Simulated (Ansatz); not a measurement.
# AlBrH₂S: basis-set convergence

How large a basis does AlBrH₂S need? Two functionals are run in growing sets.

The runs use Ansatz 0.2.0, Gaussian basis; one geometry, several basis sets.

Plan: PBE0-D4/def2-SVP; ωB97M-V/def2-SVP; PBE0-D4/def2-QZVPP; ωB97M-V/def2-QZVPP; the functionals' def2-TZVPP values are taken from earlier runs.

### Step 1. The relaxed structure

An earlier PBE0-D4 in a triple-zeta def2 set relaxation fixed the geometry.

SMILES `[SH][AlH][Br]`, 5 atoms, charge 0, spin multiplicity 1.

Atoms are counted from 1 here; the program's logs count them from 0.

Bond lengths: S1–Al2 2.170 Å, S1–H4 1.345 Å, Al2–Br3 2.253 Å, Al2–H5 1.569 Å. Angles: Al2–S1–H4 93.1°, S1–Al2–Br3 118.8°, S1–Al2–H5 120.6°, Br3–Al2–H5 120.6°.

### Step 2. PBE0-D4 in def2-SVP

in.yaml reads:

```yaml
crystal:
  periodic: [false, false, false]
  atoms:
    - {symbol: S, position_ang: [-1.672807, -0.006471, 0.297404]}
    - {symbol: Al, position_ang: [0.491588, 0.125630, 0.390945]}
    - {symbol: Br, position_ang: [1.687782, -0.358513, -1.456138]}
    - {symbol: H, position_ang: [-1.666657, -0.383163, -0.993549]}
    - {symbol: H, position_ang: [1.209995, 0.548816, 1.719937]}
basis:
  gaussian: {orbitals: def2-SVP}
hamiltonian: {xc: pbe0, dispersion: d4}
output: {orbitals: {seedname: orbitals}}
```

After this run come: ωB97M-V in def2-SVP; PBE0-D4 in def2-QZVPP; ωB97M-V in def2-QZVPP.

Before running them: what should the planned runs give, taken together? Wanted: PBE0-D4: double and triple zeta above quadruple; ωB97M-V: double and triple zeta above quadruple.

**Answer**, as computed:

```
                                       quantity           value
PBE0-D4: double and triple zeta above quadruple  16.58, 1.96 eV
ωB97M-V: double and triple zeta above quadruple  16.44, 1.89 eV
```

For PBE0-D4 the step from double to triple zeta gains 14.62 eV and the next only 1.96 eV. Total energies overstate the basis error of differences, where much of it tends to cancel.
